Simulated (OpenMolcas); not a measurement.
**Re²⁺ among point charges: CASSCF and CASPT2 levels and susceptibility**

Aim: the splitting of the states of Re²⁺ in the field of 6 point charges, its lowest levels with spin-orbit coupling and its magnetic susceptibility.

Method: state-averaged CASSCF and CASPT2, spin-orbit coupling by RASSI with atomic mean-field integrals. Code: OpenMolcas 26.06.

## (1) The atom as given

| Property | Result |
| --- | --- |
| Species | Re²⁺ (rhenium, Z = 75, 73 electrons) |
| Basis | ANO-RCC-VDZP [7s6p4d2f1g], 68 functions |
| Scalar Hamiltonian | DKH2, point nucleus |
| Inactive shells | 1s 2s 2p 3s 3p 3d 4s 4p 4d 4f 5s 5p |
| Active space | 5 electrons in 5 orbitals (5d) |
| Some configurations of this space | 5d5 |
| Orbitals | optimised for each spin and parity, averaged over all roots |

The outer shells:

5d5
```
5d [↑ ][↑ ][↑ ][↑ ][↑ ]
```

The ion sits among 6 point charges of -1.7 e arranged as an octahedron (Oh), 2.25 Å from the ion.

The work runs as a chain of OpenMolcas steps in one folder; each step below is one input file. Labels, J, g values, rates, χT and fits are worked out afterwards by a script from the matrices that RASSI stores. The input lists half of the charges; inversion (Group=XYZ) makes the rest.

## (2) Basis and integrals

File a.inp:

```
&GATEWAY
Coord
1

Re 0.0 0.0 0.0
Basis=ANO-RCC-VDZP
Group=XYZ
NoMove
AngMom=0.0 0.0 0.0
AMFI
XField
3 Angstrom 0
2.250000 0.000000 0.000000 -1.700000
0.000000 2.250000 0.000000 -1.700000
0.000000 0.000000 2.250000 -1.700000
&SEWARD
```

On the command line:

```console
$ OMP_NUM_THREADS=1 MOLCAS_MEM=1689 MOLCAS_PROJECT=a pymolcas a.inp > a.log
```

The program printed:

```text
Basis set label: RE.ANO-RCC...7S6P4D2F1G.

      Electronic valence basis set:
      ------------------
      Associated Effective Charge  75.000000 au
      Associated Actual Charge     75.000000 au
      Nuclear Model: Point charge

      Shell  nPrim  nBasis  Cartesian Spherical Contaminant
         s      24       7        X
         p      21       6        X
         d      15       4                 X
         f      11       2                 X
         g       4       1                 X
                  Relativistic Douglas-Kroll-Hess integrals:
                    - DKH order of Hamiltonian: 2
                    - DKH order of Properties : 0
                  Atomic mean-field integrals
```

## (3) Reference wave functions, sextets of even parity, 1 root

File a.inp:

```
&RASSCF
FileOrb=start.orb
Symmetry=1
Spin=6
nActEl=5 0 0
Inactive=15 19
Ras2=5 0
CIRoot=1 1 1
SDav=1
CIMx=300
Iter=120 100
PrWF=0.3
OrbListing=Nothing
MaxOrb=0
>>> COPY $Project.JobIph JOB001
```

start.orb holds the contracted functions of the basis, ordered by shell, or the orbitals of the step before.

The program printed, cut to the lines that bear on the results:

```text
[...]
      Number of active orbitals                  5
[...]
      Spin quantum number                      2.5
[...]
      Active orbitals                            5   0
[...]
      Number of CSFs                             1
      Number of root(s) required                 1
[...]
      Convergence after 10 iterations
[...]
      Natural orbitals and occupation numbers for root  1
      sym 1:   1.000000   1.000000   1.000000   1.000000   1.000000
::    RASSCF root number  1 Total energy: -16680.60759044
```

## (4) CASSCF: quartets of even parity, 24 roots

File a.inp:

```
&RASSCF
FileOrb=start.orb
Symmetry=1
Spin=4
nActEl=5 0 0
Inactive=15 19
Ras2=5 0
CIRoot=24 24 1
SDav=24
CIMx=300
Iter=120 100
PrWF=0.3
OrbListing=Nothing
MaxOrb=0
>>> COPY $Project.JobIph JOB002
```

The program printed, cut to the lines that bear on the results:

```text
[...]
      Number of active orbitals                  5
[...]
      Spin quantum number                      1.5
[...]
      Active orbitals                            5   0
[...]
      Number of CSFs                            24
      Number of root(s) required                24
[...]
      Convergence after  8 iterations
[...]
      Natural orbitals and occupation numbers for root  1
      sym 1:   1.007997   0.954564   0.076910   1.038607   1.921923
      Natural orbitals and occupation numbers for root  2
      sym 1:   1.008288   0.968544   0.063814   1.935357   1.023997
      Natural orbitals and occupation numbers for root  3
      sym 1:   1.945461   0.054065   0.979270   1.007227   1.013977
::    RASSCF root number  1 Total energy: -16680.54693678
::    RASSCF root number  2 Total energy: -16680.54693678
::    RASSCF root number  3 Total energy: -16680.54693678
[...]
::    RASSCF root number 21 Total energy: -16680.43016047
::    RASSCF root number 22 Total energy: -16680.40858620
::    RASSCF root number 23 Total energy: -16680.40858620
::    RASSCF root number 24 Total energy: -16680.40858620
```

## (5) CASSCF: doublets of even parity, 75 roots

File a.inp:

```
&RASSCF
FileOrb=start.orb
Symmetry=1
Spin=2
nActEl=5 0 0
Inactive=15 19
Ras2=5 0
CIRoot=75 75 1
SDav=75
CIMx=300
Iter=120 100
PrWF=0.3
OrbListing=Nothing
MaxOrb=0
>>> COPY $Project.JobIph JOB003
```

The program printed, cut to the lines that bear on the results:

```text
[...]
      Number of active orbitals                  5
[...]
      Spin quantum number                      0.5
[...]
      Active orbitals                            5   0
[...]
      Number of CSFs                            75
      Number of root(s) required                75
[...]
      Convergence after  8 iterations
[...]
      Natural orbitals and occupation numbers for root  1
      sym 1:   1.937872   0.055994   0.041262   1.949308   1.015564
      Natural orbitals and occupation numbers for root  2
      sym 1:   1.940103   0.054186   1.013414   0.041658   1.950638
      Natural orbitals and occupation numbers for root  3
      sym 1:   1.915509   1.049693   0.026740   0.094539   1.913520
::    RASSCF root number  1 Total energy: -16680.53530888
::    RASSCF root number  2 Total energy: -16680.53530888
::    RASSCF root number  3 Total energy: -16680.53530888
[...]
::    RASSCF root number 27 Total energy: -16680.43490558
::    RASSCF root number 28 Total energy: -16680.43352755
::    RASSCF root number 29 Total energy: -16680.43352755
::    RASSCF root number 30 Total energy: -16680.43352755
```

## (6) RASSI: spin-orbit coupling between the states

File a.inp:

```
&RASSI
NrOfJobIphs=3 1 24 75
1
1 2 3 4 5 6 7 8 9 10 11 12 13 14 15 16 17 18 19 20 21 22 23 24
1 2 3 4 5 6 7 8 9 10 11 12 13 14 15 16 17 18 19 20 21 22 23 24 25 26 27
28 29 30 31 32 33 34 35 36 37 38 39 40 41 42 43 44 45 46 47 48 49 50 51
52 53 54 55 56 57 58 59 60 61 62 63 64 65 66 67 68 69 70 71 72 73 74 75
IphNames
JOB001
JOB002
JOB003
EJob
SpinOrbit
DIPRint=1.0
SOCoupling=1000.0
Subsets=2
Property=9
'ANGMOM' 1 'ANGMOM' 2 'ANGMOM' 3 'MLTPL  1' 1 'MLTPL  1' 2 'MLTPL  1' 3
'AMFI' 1 'AMFI' 2 'AMFI' 3
SOProperty=3
'ANGMOM' 1 'ANGMOM' 2 'ANGMOM' 3
```

The program printed:

```text
SPIN-FREE ENERGIES:
  (Shifted by EMIN (a.u.) =     -16680.6075904421)

 SF State       Relative EMIN(au)   Rel lowest level(eV)    D:o, cm**(-1)      L_eff

     1             0.0000000000        0.0000000000              0.0000         0.0
     2             0.0606536635        1.6504702650          13311.9404         3.1
     3             0.0606536635        1.6504702650          13311.9404         3.1
     4             0.0606536635        1.6504702650          13311.9404         3.1
    26             0.0722815597        1.9668814388          15863.9687         4.6
    27             0.0722815597        1.9668814388          15863.9687         4.6
    28             0.0722815597        1.9668814388          15863.9687         4.6
     5             0.0805841082        2.1928052924          17686.1674         3.5
     6             0.0805841082        2.1928052924          17686.1674         3.5
     7             0.0805841082        2.1928052924          17686.1674         3.5
     8             0.0998271298        2.7164345871          21909.5225         4.0
     9             0.0998271298        2.7164345871          21909.5225         4.0
    10             0.1004289419        2.7328107275          22041.6050         4.0
    29             0.1059798073        2.8838574701          23259.8791         4.9
    30             0.1086411190        2.9562754518          23843.9695         5.4
    31             0.1086411190        2.9562754518          23843.9695         5.4
    32             0.1086411190        2.9562754518          23843.9695         5.4
    11             0.1109748044        3.0197782662          24356.1543         2.8
    12             0.1109748044        3.0197782662          24356.1543         2.8
    13             0.1109748044        3.0197782662          24356.1543         2.8
    33             0.1132357843        3.0813026647          24852.3820         5.0
    34             0.1132357843        3.0813026647          24852.3820         5.0
    35             0.1132357843        3.0813026647          24852.3820         5.0
    36             0.1198220548        3.2605242132          26297.9013         4.9
    37             0.1198220548        3.2605242132          26297.9013         4.9
    14             0.1243784265        3.3845094037          27297.9093         2.0
    15             0.1243784265        3.3845094037          27297.9093         2.0
    38             0.1395465631        3.7972554275          30626.9305         3.9
    39             0.1395465631        3.7972554275          30626.9305         3.9
    40             0.1395465631        3.7972554275          30626.9305         3.9
    41             0.1419159400        3.8617294581          31146.9486         5.9
    17             0.1440708850        3.9203684978          31619.9044         2.5
    18             0.1440708850        3.9203684978          31619.9044         2.5
    16             0.1440708850        3.9203684978          31619.9044         2.5
    42             0.1461849826        3.9778960245          32083.8952         4.6
    43             0.1461849826        3.9778960245          32083.8952         4.6
    44             0.1484721440        4.0401328570          32585.8691         5.0
    45             0.1484721440        4.0401328570          32585.8691         5.0
    46             0.1484721440        4.0401328570          32585.8691         5.0
    47             0.1570487793        4.2735149930          34468.2229         3.3
Eigenvalues of complex Hamiltonian:
   -----------------------------------
  (Shifted by EMIN (a.u.) =     -16680.6075904421)

 SO State       Relative EMIN(au)   Rel lowest level(eV)    D:o, cm**(-1)     J-value

     1            -0.0105071899        0.0000000000              0.0000         2.0
     2            -0.0105071899        0.0000000000              0.0000         2.0
     3            -0.0098121235        0.0189137197            152.5494         1.6
     4            -0.0098121235        0.0189137197            152.5494         2.2
     5            -0.0098121235        0.0189137197            152.5494         2.3
     6            -0.0098121235        0.0189137197            152.5494         1.9
     7             0.0305386581        1.1169144221           9008.5223         2.9
     8             0.0305386581        1.1169144221           9008.5223         2.9
     9             0.0500215902        1.6470720139          13284.5317         3.1
    10             0.0500215902        1.6470720136          13284.5317         2.8
    11             0.0500215902        1.6470720139          13284.5317         3.1
    12             0.0500215902        1.6470720136          13284.5317         2.8
    13             0.0518639930        1.6972063479          13688.8924         2.9
    14             0.0518639930        1.6972063479          13688.8924         2.9
    15             0.0518639930        1.6972063476          13688.8924         2.8
    16             0.0518639930        1.6972063476          13688.8924         2.8
    17             0.0580351546        1.8651322092          15043.3058         2.4
    18             0.0580351546        1.8651322092          15043.3058         2.4
    19             0.0647746048        2.0485219913          16522.4441         3.0
    20             0.0647746048        2.0485219913          16522.4441         3.0
    21             0.0647746048        2.0485219915          16522.4441         3.2
    22             0.0647746048        2.0485219915          16522.4441         3.2
    23             0.0653981869        2.0654905242          16659.3046         2.7
    24             0.0653981869        2.0654905242          16659.3046         2.7
    25             0.0747230678        2.3192334602          18705.8794         3.6
    26             0.0747230678        2.3192334602          18705.8794         3.6
    27             0.0758170535        2.3490023299          18945.9815         3.3
    28             0.0758170535        2.3490023297          18945.9815         3.3
    29             0.0758170535        2.3490023297          18945.9815         3.3
    30             0.0758170535        2.3490023299          18945.9815         3.3
    31             0.0779458911        2.4069309505          19413.2073         3.6
    32             0.0779458911        2.4069309506          19413.2073         3.4
    33             0.0779458911        2.4069309506          19413.2073         3.3
    34             0.0779458911        2.4069309505          19413.2073         3.6
    35             0.0797972110        2.4573079321          19819.5251         3.5
    36             0.0797972110        2.4573079321          19819.5251         3.5
    37             0.0862103074        2.6318171753          21227.0371         3.8
    38             0.0862103074        2.6318171753          21227.0371         3.8
    39             0.0870524510        2.6547330701          21411.8662         3.3
    40             0.0870524510        2.6547330701          21411.8662         3.3
    41             0.0870524510        2.6547330700          21411.8662         3.3
Weights of the five most important spin-orbit-free states for each spin-orbit state.

 SO State  Total energy (au)           Spin-free states, spin, and weights
 -------------------------------------------------------------------------------------------------------
    1        -0.010507       1 2.5  0.8506    4 1.5  0.0342    3 1.5  0.0342    2 1.5  0.0342   17 1.5  0.0052
    2        -0.010507       1 2.5  0.8506    3 1.5  0.0342    4 1.5  0.0342    2 1.5  0.0342   17 1.5  0.0052
    3        -0.009812       1 2.5  0.8837    4 1.5  0.0461    3 1.5  0.0237    2 1.5  0.0147   18 1.5  0.0099
    4        -0.009812       1 2.5  0.8837    3 1.5  0.0397    2 1.5  0.0358    4 1.5  0.0090   17 1.5  0.0085
    5        -0.009812       1 2.5  0.8837    2 1.5  0.0401    4 1.5  0.0328    3 1.5  0.0117   16 1.5  0.0091
    6        -0.009812       1 2.5  0.8837    3 1.5  0.0376    4 1.5  0.0248    2 1.5  0.0222   17 1.5  0.0078
    7         0.030539      26 0.5  0.1558   27 0.5  0.1558   28 0.5  0.1558    4 1.5  0.0945    2 1.5  0.0945
    8         0.030539      26 0.5  0.1558   27 0.5  0.1558   28 0.5  0.1558    4 1.5  0.0945    2 1.5  0.0945
    9         0.050022       4 1.5  0.2842    3 1.5  0.2035    2 1.5  0.1647   28 0.5  0.1362   27 0.5  0.0873
   10         0.050022       2 1.5  0.2703    3 1.5  0.2314    4 1.5  0.1507   26 0.5  0.1431   27 0.5  0.0736
   11         0.050022       4 1.5  0.2842    3 1.5  0.2036    2 1.5  0.1647   28 0.5  0.1362   27 0.5  0.0873
   12         0.050022       2 1.5  0.2703    3 1.5  0.2314    4 1.5  0.1507   26 0.5  0.1431   27 0.5  0.0736
```

Time for these steps: 23 s (1 thread of Arm Neoverse V2, shared host).

Spin-free states, with their symmetry labels:

| state | degeneracy | E (cm-1) | free-ion L (%) |
| --- | --- | --- | --- |
| 6A1 | 1 | 0 | S (100) |
| 4T1 | 3 | 13312 | G (60) |
| 2T2 | 3 | 15864 | I (34) |
| 4T2 | 3 | 17686 | G (62) |
| 4E | 2 | 21910 | G (99) |
| 4A1 | 1 | 22042 | G (100) |
| 2A2 | 1 | 23260 | I (58) |
| 2T1 | 3 | 23844 | I (62) |
| 4T2 | 3 | 24356 | D (65) |
| 2T2 | 3 | 24852 | I (54) |
| 2E | 2 | 26298 | I (42) |
| 4E | 2 | 27298 | D (99) |
| 2T1 | 3 | 30627 | F (43) |
| 2A1 | 1 | 31147 | I (94) |
| 4T1 | 3 | 31620 | P (48) |
| 2E | 2 | 32084 | I (47) |
| 2T2 | 3 | 32586 | I (56) |
| 2T2 | 3 | 34468 | D (48) |
| 2A1 | 1 | 35964 | G (88) |
| 4A2 | 1 | 37773 | F (100) |
| 2E | 2 | 37900 | G (77) |
| 2T1 | 3 | 38202 | H (71) |
| 2T2 | 3 | 38883 | F (61) |
| 4T1 | 3 | 38941 | F (65) |

With spin-orbit coupling:

```json
{"E (cm-1)": "0.0", "Degeneracy": "2", "Label": "Γ7", "2S+1": "6", "g": "3.21 3.21 3.21"}
{"E (cm-1)": "152.5", "Degeneracy": "4", "Label": "Γ8", "2S+1": "6", "g": ""}
{"E (cm-1)": "9009", "Degeneracy": "2", "Label": "Γ7", "2S+1": "2", "g": "2.36 2.36 2.36"}
{"E (cm-1)": "13285", "Degeneracy": "4", "Label": "Γ8", "2S+1": "4", "g": ""}
{"E (cm-1)": "13689", "Degeneracy": "4", "Label": "Γ8", "2S+1": "4", "g": ""}
{"E (cm-1)": "15043", "Degeneracy": "2", "Label": "Γ6", "2S+1": "4", "g": "2.48 2.48 2.48"}
{"E (cm-1)": "16522", "Degeneracy": "4", "Label": "Γ8", "2S+1": "4", "g": ""}
{"E (cm-1)": "16659", "Degeneracy": "2", "Label": "Γ7", "2S+1": "4", "g": "1.69 1.69 1.69"}
{"E (cm-1)": "18706", "Degeneracy": "2", "Label": "Γ6", "2S+1": "4", "g": "3.38 3.38 3.38"}
{"E (cm-1)": "18946", "Degeneracy": "4", "Label": "Γ8", "2S+1": "4", "g": ""}
{"E (cm-1)": "19413", "Degeneracy": "4", "Label": "Γ8", "2S+1": "2", "g": ""}
{"E (cm-1)": "19820", "Degeneracy": "2", "Label": "Γ7", "2S+1": "4", "g": "2.53 2.53 2.53"}
{"E (cm-1)": "21227", "Degeneracy": "2", "Label": "Γ7", "2S+1": "4", "g": "1.39 1.39 1.39"}
{"E (cm-1)": "21412", "Degeneracy": "4", "Label": "Γ8", "2S+1": "4", "g": ""}
{"E (cm-1)": "22216", "Degeneracy": "2", "Label": "Γ6", "2S+1": "4", "g": "0.60 0.60 0.60"}
{"E (cm-1)": "22865", "Degeneracy": "4", "Label": "Γ8", "2S+1": "4", "g": ""}
{"E (cm-1)": "23607", "Degeneracy": "4", "Label": "Γ8", "2S+1": "4", "g": ""}
{"E (cm-1)": "24376", "Degeneracy": "2", "Label": "Γ7", "2S+1": "4", "g": "2.29 2.29 2.29"}
{"E (cm-1)": "24392", "Degeneracy": "2", "Label": "Γ6", "2S+1": "4", "g": "3.38 3.38 3.38"}
{"E (cm-1)": "25759", "Degeneracy": "4", "Label": "Γ8", "2S+1": "4", "g": ""}
{"E (cm-1)": "26487", "Degeneracy": "4", "Label": "Γ8", "2S+1": "4", "g": ""}
{"E (cm-1)": "26793", "Degeneracy": "4", "Label": "Γ8", "2S+1": "4", "g": ""}
{"E (cm-1)": "27114", "Degeneracy": "2", "Label": "Γ7", "2S+1": "4", "g": "1.33 1.33 1.33"}
{"E (cm-1)": "27517", "Degeneracy": "2", "Label": "Γ6", "2S+1": "2", "g": "0.45 0.45 0.45"}
```

The table of states holds 24 of 43 computed; the rest, higher up, is left out. Principal g values are given for doublets only; a zero marks a field direction without first-order Zeeman splitting.

Powder χT (cm³ K/mol): 1.02 at 2 K, 1.11 at 5 K, 1.25 at 10 K, 1.53 at 20 K, 2.37 at 50 K, 3.32 at 100 K, 3.71 at 150 K, 3.88 at 200 K, 3.96 at 250 K, 4.00 at 300 K.

A ligand-field fit to the states below 45000 cm-1 gives 10Dq = 10814 cm-1, B = 739 cm-1 and C = 2900 cm-1 (C/B = 3.92), with a deviation of 265 cm-1.

Orbitals of the lowest block (energies include the constant potential of the surroundings):

| shell | space | energy (hartree) | mean occupation | ⟨r²⟩ (bohr²) |
| --- | --- | --- | --- | --- |
| 1s | inactive | -2641.1302 | 2.000 | 0.000416 |
| 2s | inactive | -462.0314 | 2.000 | 0.00679 |
| 2p | inactive | -404.6796 | 6.000 | 0.00563 |
| 3s | inactive | -107.9426 | 2.000 | 0.0443 |
| 3p | inactive | -90.6154 | 6.000 | 0.0450 |
| 3d | inactive | -70.1116 | 10.000 | 0.0377 |
| 4s | inactive | -22.3399 | 2.000 | 0.220 |
| 4p | inactive | -16.5220 | 6.000 | 0.248 |
| 4d | inactive | -8.9143 | 10.000 | 0.290 |
| 4f | inactive | -0.4420 | 14.000 | 0.406 |
| 5s | inactive | -1.9237 | 2.000 | 1.25 |
| 5p | inactive | -0.3487 | 6.000 | 1.67 |
| 5d | RAS2 |  | 5.000 | 3.88 |

[end of part 1 of 2]
